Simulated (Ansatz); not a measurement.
**AlSnSiH7 (SMILES [SiH3][AlH][SnH3]) at 6 levels**

We compute a comparison of 6 runs (B3LYP/def2-SVP, CAM-B3LYP/def2-SVP, HSE06/def2-SVP, r2SCAN0/def2-SVP, revPBE/def2-SVP, CCSD/def2-SVP) of AlSnSiH7. 

The results are computed with Ansatz 0.2.0.

44 further runs of the same task are left out: 44 set aside as unsound or not needed.

**1. The system as given**

AlSnSiH7 has 10 atoms, charge 0, and is taken as a singlet. As SMILES, `[SiH3][AlH][SnH3]`. The Sn3–H10 distance was set to 3.084 Å, away from the relaxed value. At this shape a bond of the SMILES string is far longer than usual.

Bond lengths: Si1–Al2 2.456 Å, Al2–Sn3 2.662 Å, Si1–H4 1.492 Å, Si1–H5 1.489 Å, Si1–H6 1.492 Å, Al2–H7 1.590 Å, Sn3–H8 1.713 Å, Sn3–H9 1.712 Å. Some angles: Si1–Al2–Sn3 119.8°, Si1–Al2–H7 121.6°, Sn3–Al2–H7 118.6°, Al2–Si1–H4 109.8°, Al2–Si1–H5 114.3°, Al2–Si1–H6 109.8°, Al2–Sn3–H8 112.0°, Al2–Sn3–H9 113.4°, H4–Si1–H5 107.9°, H4–Si1–H6 106.9°.

**2. A single-point energy at B3LYP/def2-SVP (core potential) (run 1)**

The input, run.yaml:

```yaml
crystal:
  periodic: [false, false, false]
  atoms:
    - {symbol: Si, position_ang: [-2.269693, 2.205168, -0.571550]}
    - {symbol: Al, position_ang: [0.088807, 1.554368, -0.355950]}
    - {symbol: Sn, position_ang: [0.861707, 0.044568, 1.695450]}
    - {symbol: H, position_ang: [-3.126593, 0.985568, -0.640150]}
    - {symbol: H, position_ang: [-2.567893, 3.040768, -1.767950]}
    - {symbol: H, position_ang: [-2.696593, 2.968368, 0.637350]}
    - {symbol: H, position_ang: [1.181107, 2.012768, -1.417250]}
    - {symbol: H, position_ang: [2.065907, 0.813968, 2.640450]}
    - {symbol: H, position_ang: [-0.413693, -0.353232, 2.765650]}
    - {symbol: H, position_ang: [2.081400, -2.629000, 0.759800]}
basis:
  gaussian: {orbitals: def2-SVP}
hamiltonian: {xc: {name: B3LYP}}
accuracy: high
output: {orbitals: {seedname: orbitals}}
```

Started as:

```bash
ansatz run run.yaml --threads 1 --pin off --max-ram 3480MiB --events-out events.jsonl --progress --plain --runs-dir runs
```

What it wrote:

```text
Warning: RAYON_NUM_THREADS=1 ignored (pool sized by the plan → 1); use --threads N
Functional definition: B3LYP
  name "B3LYP"
  parameter a0 = 0.2
  parameter ax = 0.72
  parameter ac = 0.81
  exchange = (1 - a0 - ax)*slater_x + ax*b88_x + a0*exact_x
  correlation = (1 - ac)*vwn_rpa_c + ac*lyp_c
2198 factors; integrals over basis functions are off by at most 9.3e-9 eV
mean field evaluation 1: about -20413.0191 eV, gradient 1.9e1 eV
mean field evaluation 2: about -20407.6935 eV, gradient 2.7e1 eV
mean field evaluation 4: about -20414.8032 eV, gradient 1.9e0 eV
mean field evaluation 8: about -20414.8856 eV, gradient 5.9e-1 eV
mean field evaluation 16: about -20414.8879 eV, gradient 3.5e-4 eV
mean field -20414.88791553 eV, -750.2332931878 hartree, gradient 7.6e-8 eV, S^2 0.000000; 0 other end points of the search recorded, 0 dependent functions left out
reference -20414.88797147 eV, -750.2332952433 hartree; 28, 28 occupied and 69, 69 virtual orbitals, 2198 factors
Total energy: -20414.88797147 eV, -750.2332952433 hartree
```

Run time: 12 s. Hardware: 1 thread of Intel Xeon Platinum 8259CL at 2.50GHz (Skylake/Cascade Lake), shared host; peak memory 0.39 GiB.

**3. The energy at CAM-B3LYP/def2-SVP (core potential) (run 2)**

The input, input.yaml:

```yaml
crystal:
  periodic: [false, false, false]
  atoms:
    - {symbol: Si, position_ang: [-2.269693, 2.205168, -0.571550]}
    - {symbol: Al, position_ang: [0.088807, 1.554368, -0.355950]}
    - {symbol: Sn, position_ang: [0.861707, 0.044568, 1.695450]}
    - {symbol: H, position_ang: [-3.126593, 0.985568, -0.640150]}
    - {symbol: H, position_ang: [-2.567893, 3.040768, -1.767950]}
    - {symbol: H, position_ang: [-2.696593, 2.968368, 0.637350]}
    - {symbol: H, position_ang: [1.181107, 2.012768, -1.417250]}
    - {symbol: H, position_ang: [2.065907, 0.813968, 2.640450]}
    - {symbol: H, position_ang: [-0.413693, -0.353232, 2.765650]}
    - {symbol: H, position_ang: [2.081400, -2.629000, 0.759800]}
basis:
  gaussian: {orbitals: def2-SVP}
hamiltonian: {xc: {name: CAM-B3LYP}}
accuracy: high
output: {orbitals: {seedname: orbitals}}
```

Started as:

```bash
ansatz run input.yaml --threads 1 --pin off --max-ram 3480MiB --events-out events.jsonl --progress --plain --runs-dir runs
```

What it wrote:

```text
Warning: RAYON_NUM_THREADS=1 ignored (pool sized by the plan → 1); use --threads N
Functional definition: CAM-B3LYP
  name "CAM-B3LYP"
  parameter alpha = 0.19
  parameter beta = 0.46
  parameter omega = 0.33/bohr
[... 1 set-up line as earlier in the session ...]
  exchange = (1 - alpha - beta)*b88_x + beta*b88_x_sr(omega) + alpha*exact_x + beta*exact_x_lr(omega)
  correlation = (1 - ac)*vwn5_c + ac*lyp_c
2198 factors; integrals over basis functions are off by at most 9.3e-9 eV
565 factors; integrals over basis functions are off by at most 2.1e-9 eV
mean field evaluation 1: about -20409.5596 eV, gradient 1.4e1 eV
mean field evaluation 2: about -20409.3358 eV, gradient 1.4e1 eV
mean field evaluation 4: about -20410.6698 eV, gradient 6.3e-1 eV
mean field evaluation 8: about -20410.7372 eV, gradient 4.7e-2 eV
mean field evaluation 16: about -20410.7372 eV, gradient 5.5e-5 eV
mean field -20410.73720218 eV, -750.0807572855 hartree, gradient 7.9e-8 eV, S^2 0.000000; 0 other end points of the search recorded, 0 dependent functions left out
reference -20410.73722938 eV, -750.0807582852 hartree; 28, 28 occupied and 69, 69 virtual orbitals, 2198 factors
Total energy: -20410.73722938 eV, -750.0807582852 hartree
```

It took 14 s on 1 thread of Intel Xeon Platinum 8259CL at 2.50GHz (Skylake/Cascade Lake), shared host; peak memory 0.45 GiB.

Runs 3 to 5 aren't shown in full; the table further down has their settings and results.

**4. The energy at CCSD/def2-SVP (core potential) (run 6)**

The input, molecule.yaml:

```yaml
crystal:
  periodic: [false, false, false]
  atoms:
    - {symbol: Si, position_ang: [-2.269693, 2.205168, -0.571550]}
    - {symbol: Al, position_ang: [0.088807, 1.554368, -0.355950]}
    - {symbol: Sn, position_ang: [0.861707, 0.044568, 1.695450]}
    - {symbol: H, position_ang: [-3.126593, 0.985568, -0.640150]}
    - {symbol: H, position_ang: [-2.567893, 3.040768, -1.767950]}
    - {symbol: H, position_ang: [-2.696593, 2.968368, 0.637350]}
    - {symbol: H, position_ang: [1.181107, 2.012768, -1.417250]}
    - {symbol: H, position_ang: [2.065907, 0.813968, 2.640450]}
    - {symbol: H, position_ang: [-0.413693, -0.353232, 2.765650]}
    - {symbol: H, position_ang: [2.081400, -2.629000, 0.759800]}
basis:
  gaussian:
    orbitals: def2-SVP
accuracy: high
correlation:
  method: ccsd
  frozen_orbitals: {Al: 5, H: 0, Si: 5, Sn: 4}
scf:
  omitted_lower_state_checks: [cluster_reference, increment]
```

Started as:

```bash
ansatz run molecule.yaml --threads 1 --pin off --max-ram 3480MiB --events-out events.jsonl --progress --plain --runs-dir runs
```

What it wrote (excerpt; [...] marks lines left out):

```text
Warning: RAYON_NUM_THREADS=1 ignored (pool sized by the plan → 1); use --threads N
Functional definition: HF
  name "HF"
[...]
2198 factors; integrals over basis functions are off by at most 9.3e-9 eV
[...]
mean field -20352.50536904 eV, -747.9407768887 hartree, gradient 2.3e-8 eV, S^2 0.000000; 3 other end points of the search recorded, 0 dependent functions left out; unrestricted orbitals would lower it
14 core orbitals not correlated: weight in the atoms' cores, before any rotation towards them, 1.000 or more for the frozen orbitals, at most 0.000 for the correlated occupied ones
reference -20352.50536904 eV, -747.9407768887 hartree; 14, 14 occupied and 69, 69 virtual orbitals, 2198 factors
second order -7.98839564 eV of doubles, -0.00000000 eV of singles
cycle   1  -9.33836352 eV  change    -1.3e0 eV  update   1.4e-1
[...]
cycle  32  -10.21109456 eV  change   -1.8e-9 eV  update   2.6e-9
Total energy: -20362.71646360 eV, -748.3160276923 hartree
Checks for a lower state left out: cluster_reference, increment
```

It took 30 s on 1 thread of Intel Xeon Platinum 8259CL at 2.50GHz (Skylake/Cascade Lake), shared host; peak memory 0.62 GiB.

**5. The series**

| run | level | frozen core orbitals | energy (Eh) | HOMO energy (eV) | LUMO energy (eV) | HOMO–LUMO gap (eV) | wall time |
| --- | --- | --- | --- | --- | --- | --- | --- |
| 1 | B3LYP/def2-SVP (core potential) | – | -750.233295 | -6.27 | -3.61 | 2.66 | 12 s |
| 2 | CAM-B3LYP/def2-SVP (core potential) | – | -750.080758 | -7.43 | -2.54 | 4.89 | 14 s |
| 3 | HSE06/def2-SVP (core potential) | – | -749.852908 | -6.08 | -3.83 | 2.25 | 13 s |
| 4 | r2SCAN0/def2-SVP (core potential) | – | -750.088685 | -6.58 | -3.49 | 3.09 | 20 s |
| 5 | revPBE/def2-SVP (core potential) | – | -750.049796 | -5.63 | -4.01 | 1.62 | 9.6 s |
| 6 | CCSD/def2-SVP (core potential) | 14 | -748.316028 | – | – | – | 30 s |

**6. Outcome**

| quantity | value |
| --- | --- |
| run 6: total energy | -748.31603 Eh |
| run 6: correlation energy (14 core orbitals frozen) | -375.3 mEh |
| run 6: T1 diagnostic | 0.028 |

In words: Over runs 1, 2, 3, 4, 5 the HOMO–LUMO gap runs from 1.62 eV (revPBE/def2-SVP) to 4.89 eV (CAM-B3LYP/def2-SVP). Totals of different functionals can't be ranked against each other. In run 6 the log says that unrestricted orbitals would lower the reference, so the values rest on an unstable closed-shell determinant (other closed-shell runs at this shape may share the fault). All runs together took 97 s, the longest 30 s.
